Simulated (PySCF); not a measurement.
# CH5Ge (SMILES [CH3][GeH2]) at 3 levels

Aim: a comparison of 3 runs (UMP2/pcseg-0, UMP2/pcseg-1, UMP2/pcseg-2) of CH5Ge. Input form: a Python script.

The calculation is run with PySCF 2.14.0.

### Step 1. The molecule

CH5Ge: 7 atoms, total charge 0, spin state doublet. SMILES: `[CH3][GeH2]`. Geometry: relaxed at PBE0-D4/def2-TZVP.

Bond lengths: C1–Ge2 1.960 Å, C1–H3 1.090 Å, C1–H4 1.090 Å, C1–H5 1.093 Å, Ge2–H6 1.546 Å, Ge2–H7 1.546 Å. Angles: C1–Ge2–H6 111.3°, C1–Ge2–H7 111.3°, Ge2–C1–H3 110.3°, Ge2–C1–H4 110.3°, Ge2–C1–H5 109.7°, H6–Ge2–H7 109.5°, H3–C1–H4 109.0°, H3–C1–H5 108.8°, H4–C1–H5 108.8°.

### Step 2. A single-point energy at UMP2/pcseg-0 (run 1)

Contents of job.py:

```python
from pyscf import gto, mp

molecule = gto.M(
    atom='''
C   -0.247600  -0.809300  -0.206400
Ge   0.396000   0.824800   0.663000
H   -1.153200  -1.166400   0.283800
H    0.513100  -1.588100  -0.157000
H   -0.473200  -0.603400  -1.255600
H   -0.673100   1.940800   0.621200
H    1.699200   1.333700   0.005300
''',
    charge=0,
    max_memory=1860,
    spin=1,
    basis='pcseg-0',
    verbose=3,
)

mf = molecule.UHF()
mf.conv_tol = 1e-10
mf.kernel()
if not mf.converged:
    mf = mf.newton().run(mf.mo_coeff, mf.mo_occ)

pt = mp.MP2(mf, frozen=10).run()
e_tot = pt.e_tot
print(f'total energy: {e_tot:.8f} hartree')
```

Launch:

```bash
OMP_NUM_THREADS=1 python job.py
```

Log:

```text
converged SCF energy = -2113.34415089485  <S^2> = 0.75246516  2S+1 = 2.0024636
E(UMP2) = -2113.49043583496  E_corr = -0.146284940119128
E(SCS-UMP2) = -2113.4971431  E_corr = -0.152992205150599
total energy: -2113.49043583 hartree
```

Run time: 0.97 s. Hardware: 1 thread of Arm Neoverse V1, shared host; peak memory 0.12 GiB.

### Step 3. A single-point energy at UMP2/pcseg-1 (run 2)

Contents of calc.py:

```python
from pyscf import gto, scf, mp

mol = gto.M(
    atom=[
    ('C', (-0.247600, -0.809300, -0.206400)),
    ('Ge', (0.396000, 0.824800, 0.663000)),
    ('H', (-1.153200, -1.166400, 0.283800)),
    ('H', (0.513100, -1.588100, -0.157000)),
    ('H', (-0.473200, -0.603400, -1.255600)),
    ('H', (-0.673100, 1.940800, 0.621200)),
    ('H', (1.699200, 1.333700, 0.005300)),
],
    spin=1,
    charge=0,
    verbose=4,
    max_memory=1860,
    basis='pcseg-1',
)

mf = scf.UHF(mol)
mf.conv_tol = 1e-10
mf.kernel()
if not mf.converged:
    mf = mf.newton().run(mf.mo_coeff, mf.mo_occ)

pt = mp.MP2(mf, frozen=10).run()
etot = pt.e_tot
print('E(%s) = %.9f' % ('MP2', etot))
```

Launch:

```bash
OMP_NUM_THREADS=1 python calc.py
```

Log:

```text
PySCF version 2.14.0

[... 95 lines left out ...]
converged SCF energy = -2115.82145218529  <S^2> = 0.75338731  2S+1 = 2.0033845
[... 1 line left out ...]
******** <class 'pyscf.mp.ump2.UMP2'> ********
nocc = (np.int64(12), np.int64(11)), nmo = (56, 56)
frozen orbitals 10
E(UMP2) = -2116.06502446614  E_corr = -0.243572280856684
E(SCS-UMP2) = -2116.07017692257  E_corr = -0.248724737284768
E_corr(same-spin) = -0.0502638458575998
E_corr(oppo-spin) = -0.193308434999085
E(MP2) = -2116.065024466
```

It took 1.9 s on 1 thread of Arm Neoverse V1, shared host; peak memory 0.15 GiB.

### Step 4. The energy at UMP2/pcseg-2 (run 3)

Contents of run.py:

```python
from pyscf import gto, scf, mp

system = gto.M(
    atom='''
C     -0.467896    -1.529355    -0.390039
Ge     0.748332     1.558646     1.252888
H     -2.179232    -2.204177     0.536304
H      0.969618    -3.001074    -0.296687
H     -0.894218    -1.140261    -2.372740
H     -1.271975     3.667580     1.173898
H      3.211023     2.520328     0.010016
''',
    unit='bohr',
    spin=1,
    max_memory=1860,
    verbose=4,
    basis='pcseg-2',
)

mf = scf.UHF(system)
mf.conv_tol = 1e-10
mf.kernel()
if not mf.converged:
    mf = mf.newton().run(mf.mo_coeff, mf.mo_occ)

pt = mp.MP2(mf, frozen=10).run()
energy = pt.e_tot
print('Final energy', energy)
```

Launch:

```bash
OMP_NUM_THREADS=1 python run.py
```

Log:

```text
PySCF version 2.14.0

[... 95 lines left out ...]
converged SCF energy = -2116.13551393371  <S^2> = 0.75423367  2S+1 = 2.0042292
[... 1 line left out ...]
******** <class 'pyscf.mp.ump2.UMP2'> ********
nocc = (np.int64(12), np.int64(11)), nmo = (133, 133)
frozen orbitals 10
E(UMP2) = -2116.49587849359  E_corr = -0.360364559882511
E(SCS-UMP2) = -2116.49606958443  E_corr = -0.360555650724727
E_corr(same-spin) = -0.0829405628472527
E_corr(oppo-spin) = -0.277423997035258
Final energy -2116.4958784935898
```

Run time: 41 s. Hardware: 1 thread of Arm Neoverse V1, shared host; peak memory 0.92 GiB.

### Step 5. All runs side by side

| run | level | energy (Eh) | dipole moment (D) of the reference | HOMO energy (eV) | LUMO energy (eV) | wall time |
| --- | --- | --- | --- | --- | --- | --- |
| 1 | UMP2/pcseg-0 | -2113.490436 | 0.54 | -8.67 | 1.25 | 0.97 s |
| 2 | UMP2/pcseg-1 | -2116.065024 | 0.71 | -8.60 | 1.34 | 1.9 s |
| 3 | UMP2/pcseg-2 | -2116.495878 | 0.79 | -8.57 | 1.18 | 41 s |

### Step 6. Results

| quantity | value |
| --- | --- |
| run 3: total energy | -2116.49588 Eh |
| run 3: dipole moment (Hartree–Fock density) | 0.79 D |
| run 3: HOMO energy (Hartree–Fock orbitals) (highest over α and β) | -8.57 eV |
| run 3: LUMO energy (Hartree–Fock orbitals) (lowest over α and β) | 1.18 eV |
| run 3: correlation energy (10 core orbitals frozen) | -360.4 mEh |
| run 3: ⟨S²⟩ of the reference determinant | 0.754 |

**Reading.** Over the runs the total energy spans 81.782 eV. All runs together took 44 s, the longest 41 s.
